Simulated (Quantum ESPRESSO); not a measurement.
# Fe in Quantum ESPRESSO: notebook, part 2 of 2

Quantum ESPRESSO 7.5. The steps go on from the part before.

## Step 3: Work function, PBE, collinear spin, ferromagnetic start

File pw.in:

```
&CONTROL
  calculation = 'scf'
  prefix = 'pwscf'
  outdir = './tmp'
  pseudo_dir = './pseudo'
  tprnfor = .true.
  disk_io = 'low'
/
&SYSTEM
  ibrav = 0
  celldm(1) = 8
  nat = 1
  ntyp = 1
  ecutwfc = 72
  nbnd = 17
  occupations = 'smearing'
  smearing = 'fd'
  degauss = 0.00367493
  nspin = 2
  starting_magnetization(1) = 0.1875
/
&ELECTRONS
  conv_thr = 1d-09
  electron_maxstep = 150
  mixing_beta = 0.3
  mixing_mode = 'local-TF'
/
ATOMIC_SPECIES
Fe    55.8450 Fe.upf
CELL_PARAMETERS alat
  0.5459395152467   0.0000000000000   0.0000000000000
  0.0000000000000   0.5459395152467   0.0000000000000
  0.0000000000000   0.0000000000000   5.6219352207617
ATOMIC_POSITIONS crystal
Fe     0.0000000000    0.0000000000    0.2941200000
K_POINTS automatic
11 11 1 0 0 0
```

File pp_density.in:

```
&INPUTPP
  prefix = 'pwscf'
  outdir = './tmp'
  filplot = 'density.dat'
  plot_num = 0
/
&PLOT
  nfile = 1
  filepp(1) = 'density.dat'
  iflag = 3
  output_format = 6
  fileout = 'density.cube'
/
```

File pp_potential.in:

```
&INPUTPP
  prefix = 'pwscf'
  outdir = './tmp'
  filplot = 'potential.dat'
  plot_num = 11
/
&PLOT
  nfile = 1
  filepp(1) = 'potential.dat'
  iflag = 3
  output_format = 6
  fileout = 'potential.cube'
/
```

File pp_spin.in:

```
&INPUTPP
  prefix = 'pwscf'
  outdir = './tmp'
  filplot = 'spin.dat'
  plot_num = 6
/
&PLOT
  nfile = 1
  filepp(1) = 'spin.dat'
  iflag = 3
  output_format = 6
  fileout = 'spin.cube'
/
```

File pp_elf.in:

```
&INPUTPP
  prefix = 'pwscf'
  outdir = './tmp'
  filplot = 'elf.dat'
  plot_num = 8
/
&PLOT
  nfile = 1
  filepp(1) = 'elf.dat'
  iflag = 3
  output_format = 6
  fileout = 'elf.cube'
/
```

Potentials or basis: PseudoDojo 0.4.1 SR PBE standard.

Started as:

```console
$ OMP_NUM_THREADS=1 mpirun -n 2 pw.x -nk 2 -in pw.in > pw.out
$ OMP_NUM_THREADS=1 mpirun -n 1 pp.x -in pp_density.in > pp_density.out
$ OMP_NUM_THREADS=1 mpirun -n 1 pp.x -in pp_potential.in > pp_potential.out
$ OMP_NUM_THREADS=1 mpirun -n 1 pp.x -in pp_spin.in > pp_spin.out
$ OMP_NUM_THREADS=1 mpirun -n 1 pp.x -in pp_elf.in > pp_elf.out
```

pw.out:

```text
This program is part of the open-source Quantum ESPRESSO suite
     for quantum simulation of materials; please cite
         "P. Giannozzi et al., J. Phys.:Condens. Matter 21 395502 (2009);
         "P. Giannozzi et al., J. Phys.:Condens. Matter 29 465901 (2017);
         "P. Giannozzi et al., J. Chem. Phys. 152 154105 (2020);
     in publications or presentations arising from this work. More details at

     Message from routine setup:
     using ibrav=0 with symmetry is DISCOURAGED, use correct ibrav instead

     K-points division:     npool     =       2
     Subspace diagonalization in iterative solution of the eigenvalue problem:
     a serial algorithm will be used

     G-vector sticks info
     --------------------
     sticks:   dense  smooth     PW     G-vecs:    dense   smooth      PW
     Sum         437     437    137                70943    70943   12191

     Using Slab Decomposition

     bravais-lattice index     =            0
     lattice parameter (alat)  =       8.0000  a.u.
     unit-cell volume          =     857.9162 (a.u.)^3
     number of atoms/cell      =            1
     number of atomic types    =            1
     number of electrons       =        16.00
     number of Kohn-Sham states=           17
     kinetic-energy cutoff     =      72.0000  Ry
     charge density cutoff     =     288.0000  Ry
     scf convergence threshold =      1.0E-09
     mixing beta               =       0.3000
     number of iterations used =            8  local-TF  mixing
     Exchange-correlation= PBE
                           (   1   4   3   4   0   0   0)

     celldm(1)=   8.000000  celldm(2)=   0.000000  celldm(3)=   0.000000
     celldm(4)=   0.000000  celldm(5)=   0.000000  celldm(6)=   0.000000

     crystal axes: (cart. coord. in units of alat)
               a(1) = (   0.545940   0.000000   0.000000 )
               a(2) = (   0.000000   0.545940   0.000000 )
               a(3) = (   0.000000   0.000000   5.621935 )

     reciprocal axes: (cart. coord. in units 2 pi/alat)
               b(1) = (  1.831705  0.000000  0.000000 )
               b(2) = (  0.000000  1.831705  0.000000 )
               b(3) = (  0.000000  0.000000  0.177875 )

     PseudoPot. # 1 for Fe read from file:
     Fe.upf
     Pseudo is Norm-conserving + core correction, Zval = 16.0
     Generated using ONCVPSP code by D. R. Hamann
     Using radial grid of 1426 points,  6 beta functions with:
                l(1) =   0
                l(2) =   0
                l(3) =   1
                l(4) =   1
                l(5) =   2
                l(6) =   2

     atomic species   valence    mass     pseudopotential
     Fe               16.00    55.84500     Fe( 1.00)

     Starting magnetic structure
     atomic species   magnetization
     Fe              0.188

      8 Sym. Ops. (no inversion) found

   Cartesian axes

     site n.     atom                  positions (alat units)
         1        Fe     tau(   1) = (   0.0000000   0.0000000   1.6535236  )

     number of k points=    21  Fermi-Dirac smearing, width (Ry)=  0.0037
                       cart. coord. in units 2pi/alat
        k(    1) = (   0.0000000   0.0000000   0.0000000), wk =   0.0082645
        k(    2) = (   0.0000000   0.1665186   0.0000000), wk =   0.0330579
        k(    3) = (   0.0000000   0.3330372   0.0000000), wk =   0.0330579
        k(    4) = (   0.0000000   0.4995558   0.0000000), wk =   0.0330579
        k(    5) = (   0.0000000   0.6660745   0.0000000), wk =   0.0330579
        k(    6) = (   0.0000000   0.8325931   0.0000000), wk =   0.0330579
[... 13 lines left out ...]
        k(   20) = (   0.6660745   0.8325931   0.0000000), wk =   0.0661157
        k(   21) = (   0.8325931   0.8325931   0.0000000), wk =   0.0330579

     Dense  grid:    70943 G-vectors     FFT dimensions: (  24,  24, 243)

     Generating pointlists ...
     new r_m :   0.2252 (alat units)  1.8016 (a.u.) for type    1

     Initial potential from superposition of free atoms

     starting charge      15.9996, renormalised to      16.0000

     negative rho (up, down):  7.362E-05 5.037E-05
     Starting wfcs are   10 randomized atomic wfcs +    7 random wfcs

     Self-consistent Calculation

     iteration #  1     ecut=    72.00 Ry     beta= 0.30
     Davidson diagonalization with overlap
     ethr =  1.00E-02,  avg # of iterations =  7.2

     negative rho (up, down):  1.130E-07 5.773E-08
[... 201 lines left out ...]
     iteration # 19     ecut=    72.00 Ry     beta= 0.30
     Davidson diagonalization with overlap
     ethr =  1.55E-11,  avg # of iterations =  2.0

     Magnetic moment per site  (integrated on atomic sphere of radius R)
     atom   1 (R=0.225)  charge= 14.0248  magn=  2.6707

     End of self-consistent calculation

 ------ SPIN UP ------------

          k = 0.0000 0.0000 0.0000 (  8853 PWs)   bands (ev):

   -90.7530 -57.1326 -56.4674 -56.4674  -8.3610  -6.4539  -5.5794  -3.5545
    -3.5545  -2.8891  -2.4436   1.6844   2.1216   2.2271   3.0519   3.3577
     4.7212
[... 117 lines left out ...]
   -90.6161 -57.0304 -56.9032 -56.9025  -7.1351  -5.2923  -5.2566  -4.1475
    -1.6953   4.6678   5.9076   9.8443  10.7312  11.7062  11.7461  13.3332
    13.4275

 ------ SPIN DOWN ----------

          k = 0.0000 0.0000 0.0000 (  8853 PWs)   bands (ev):

   -87.8561 -53.7495 -53.5845 -53.5845  -7.8122  -4.5515  -2.7932  -2.1506
    -0.5642  -0.5642   0.5538   1.7621   2.0830   2.2752   3.0468   3.4533
     4.7396
[... 117 lines left out ...]
   -87.7085 -54.0621 -54.0612 -53.6332  -4.9568  -2.7205  -2.6632  -0.4515
     0.7184   5.2096   6.3887  10.3778  11.5111  12.0375  12.5824  13.6596
    13.7695

     the Fermi energy is    -2.4855 ev

!    total energy              =    -250.53164290 Ry
     estimated scf accuracy    <          2.5E-10 Ry
     smearing contrib. (-TS)   =      -0.00074245 Ry
     internal energy E=F+TS    =    -250.53090045 Ry

     The total energy is F=E-TS. E is the sum of the following terms:
     one-electron contribution =   -1232.43772675 Ry
     hartree contribution      =     613.93763214 Ry
     xc contribution           =     -35.50336494 Ry
     ewald contribution        =     403.47255910 Ry

     total magnetization       =     2.76 Bohr mag/cell
     absolute magnetization    =     2.86 Bohr mag/cell

     convergence has been achieved in  19 iterations

     Forces acting on atoms (cartesian axes, Ry/au):

     atom    1 type  1   force =     0.00000000    0.00000000    0.00000000

     Total force =     0.000000     Total SCF correction =     0.000009

=------------------------------------------------------------------------------=
   JOB DONE.
=------------------------------------------------------------------------------=
```

pp_density.out:

```text
This program is part of the open-source Quantum ESPRESSO suite
     for quantum simulation of materials; please cite
         "P. Giannozzi et al., J. Phys.:Condens. Matter 21 395502 (2009);
         "P. Giannozzi et al., J. Phys.:Condens. Matter 29 465901 (2017);
         "P. Giannozzi et al., J. Chem. Phys. 152 154105 (2020);
     in publications or presentations arising from this work. More details at

     IMPORTANT: XC functional enforced from input :
     Exchange-correlation= PBE
                           (   1   4   3   4   0   0   0)
     Any further DFT definition will be discarded
     Please, verify this is what you really want

     G-vector sticks info
     --------------------
     sticks:   dense  smooth     PW     G-vecs:    dense   smooth      PW
     Sum         437     437    137                70943    70943   12191

     Using Slab Decomposition

     Calling punch_plot, plot_num =   0
     Writing data to file  density.dat
     Reading data from file  density.dat

     Writing data to be plotted to file density.cube
     Plot Type: 3D                     Output format: Gaussian cube

=------------------------------------------------------------------------------=
   JOB DONE.
=------------------------------------------------------------------------------=
```

Wall time 2.7 min (2 MPI ranks of Arm Neoverse N1, shared host); peak memory 0.4 GiB.

The run converged, but some of its settings lie outside the range that counts as converged, so its numbers aren't taken as properties of the sheet.

Results:

* Free energy: -3408.6567 eV
* Band gap on the k mesh: none (metal or under the smearing width)
* Net moment: 2.76 μB per cell
* Absolute moment: 2.86 μB per cell
* Site moments: Fe +2.67 μB
* Valence electrons inside the program's atomic spheres: Fe 14.02
* Work function of the upper face: 4.67 eV
* Work function of the lower face: 4.67 eV

## Step 4: Work function, PBE, collinear spin, ferromagnetic start

Changes to pw.in since step 3:

```diff
@@ -13,3 +13,3 @@
   ntyp = 1
-  ecutwfc = 72
+  ecutwfc = 90
   nbnd = 17
```

pp_density.in is that of step 3.

pp_potential.in is that of step 3.

pp_spin.in is that of step 3.

pp_elf.in is that of step 3.

Potentials or basis: PseudoDojo 0.4.1 SR PBE standard.

Started as:

```console
$ OMP_NUM_THREADS=1 mpirun -n 2 pw.x -nk 2 -in pw.in > pw.out
$ OMP_NUM_THREADS=1 mpirun -n 1 pp.x -in pp_density.in > pp_density.out
$ OMP_NUM_THREADS=1 mpirun -n 1 pp.x -in pp_potential.in > pp_potential.out
$ OMP_NUM_THREADS=1 mpirun -n 1 pp.x -in pp_spin.in > pp_spin.out
$ OMP_NUM_THREADS=1 mpirun -n 1 pp.x -in pp_elf.in > pp_elf.out
```

pw.out:

```text
This program is part of the open-source Quantum ESPRESSO suite
     for quantum simulation of materials; please cite
         "P. Giannozzi et al., J. Phys.:Condens. Matter 21 395502 (2009);
         "P. Giannozzi et al., J. Phys.:Condens. Matter 29 465901 (2017);
         "P. Giannozzi et al., J. Chem. Phys. 152 154105 (2020);
     in publications or presentations arising from this work. More details at

     Message from routine setup:
     using ibrav=0 with symmetry is DISCOURAGED, use correct ibrav instead

     K-points division:     npool     =       2
     Subspace diagonalization in iterative solution of the eigenvalue problem:
     a serial algorithm will be used

     G-vector sticks info
     --------------------
     sticks:   dense  smooth     PW     G-vecs:    dense   smooth      PW
     Sum         553     553    169                99055    99055   16309

     Using Slab Decomposition

     bravais-lattice index     =            0
     lattice parameter (alat)  =       8.0000  a.u.
     unit-cell volume          =     857.9162 (a.u.)^3
     number of atoms/cell      =            1
     number of atomic types    =            1
     number of electrons       =        16.00
     number of Kohn-Sham states=           17
     kinetic-energy cutoff     =      90.0000  Ry
     charge density cutoff     =     360.0000  Ry
     scf convergence threshold =      1.0E-09
     mixing beta               =       0.3000
     number of iterations used =            8  local-TF  mixing
     Exchange-correlation= PBE
                           (   1   4   3   4   0   0   0)

     celldm(1)=   8.000000  celldm(2)=   0.000000  celldm(3)=   0.000000
     celldm(4)=   0.000000  celldm(5)=   0.000000  celldm(6)=   0.000000

     crystal axes: (cart. coord. in units of alat)
               a(1) = (   0.545940   0.000000   0.000000 )
               a(2) = (   0.000000   0.545940   0.000000 )
               a(3) = (   0.000000   0.000000   5.621935 )

[... 72 lines left out ...]

     negative rho (up, down):  1.688E-05 1.534E-05
[... 191 lines left out ...]
     iteration # 18     ecut=    90.00 Ry     beta= 0.30
     Davidson diagonalization with overlap
     ethr =  1.24E-11,  avg # of iterations =  5.5

     Magnetic moment per site  (integrated on atomic sphere of radius R)
     atom   1 (R=0.225)  charge= 14.0251  magn=  2.6695

     End of self-consistent calculation

 ------ SPIN UP ------------

          k = 0.0000 0.0000 0.0000 ( 12447 PWs)   bands (ev):

   -90.6902 -57.0847 -56.4201 -56.4201  -8.3571  -6.4460  -5.5724  -3.5471
    -3.5471  -2.8826  -2.4418   1.6963   2.1536   2.2839   3.1168   3.3916
     4.7584
[... 117 lines left out ...]
   -90.5530 -56.9825 -56.8569 -56.8561  -7.1285  -5.2853  -5.2497  -4.1387
    -1.6887   4.6710   5.9113   9.8447  10.7231  11.7045  11.7464  13.3275
    13.4420

 ------ SPIN DOWN ----------

          k = 0.0000 0.0000 0.0000 ( 12447 PWs)   bands (ev):

   -87.7903 -53.7011 -53.5368 -53.5368  -7.8103  -4.5503  -2.7912  -2.1494
    -0.5640  -0.5640   0.5553   1.7745   2.1049   2.3178   3.1054   3.4796
     4.7673
[... 117 lines left out ...]
   -87.6422 -54.0154 -54.0144 -53.5848  -4.9539  -2.7194  -2.6622  -0.4500
     0.7179   5.2118   6.3911  10.3757  11.5018  12.0381  12.5816  13.6908
    13.7942

     the Fermi energy is    -2.4833 ev

!    total energy              =    -250.54494217 Ry
     estimated scf accuracy    <          8.0E-10 Ry
     smearing contrib. (-TS)   =      -0.00073926 Ry
     internal energy E=F+TS    =    -250.54420291 Ry

     The total energy is F=E-TS. E is the sum of the following terms:
     one-electron contribution =   -1232.48695589 Ry
     hartree contribution      =     613.98079557 Ry
     xc contribution           =     -35.51060170 Ry
     ewald contribution        =     403.47255910 Ry

     total magnetization       =     2.76 Bohr mag/cell
     absolute magnetization    =     2.86 Bohr mag/cell

     convergence has been achieved in  18 iterations

     Forces acting on atoms (cartesian axes, Ry/au):

     atom    1 type  1   force =     0.00000000    0.00000000    0.00000000

     Total force =     0.000000     Total SCF correction =     0.000044

=------------------------------------------------------------------------------=
   JOB DONE.
=------------------------------------------------------------------------------=
```

It took 4.2 min on 2 MPI ranks of Arm Neoverse N1, shared host; peak memory 0.54 GiB.

What came out:

```yaml
Free_energy: -3408.8376 eV
Band_gap_on_the_k_mesh: none (metal or under the smearing width)
Net_moment: 2.76 μB per cell
Absolute_moment: 2.86 μB per cell
Site_moments: Fe +2.67 μB
Valence_electrons_inside_the_program's_atomic_spheres: Fe 14.03
Work_function_of_the_upper_face: 4.67 eV
Work_function_of_the_lower_face: 4.67 eV
```

Levels at points of the mesh, in eV from the Fermi level:
Spin up:
```
           k point  band 6  band 7  band 8  band 9  band 10  band 11  band 12  band 13  band 14  band 15
(0.00, 0.00, 0.00)   -3.96   -3.09   -1.06   -1.06    -0.40     0.04     4.18     4.64     4.77     5.60
```
Spin down:
```csv
k point,band 5,band 6,band 7,band 8,band 9,band 10
"(0.00, 0.00, 0.00)",-5.33,-2.07,-0.31,0.33,1.92,1.92
```
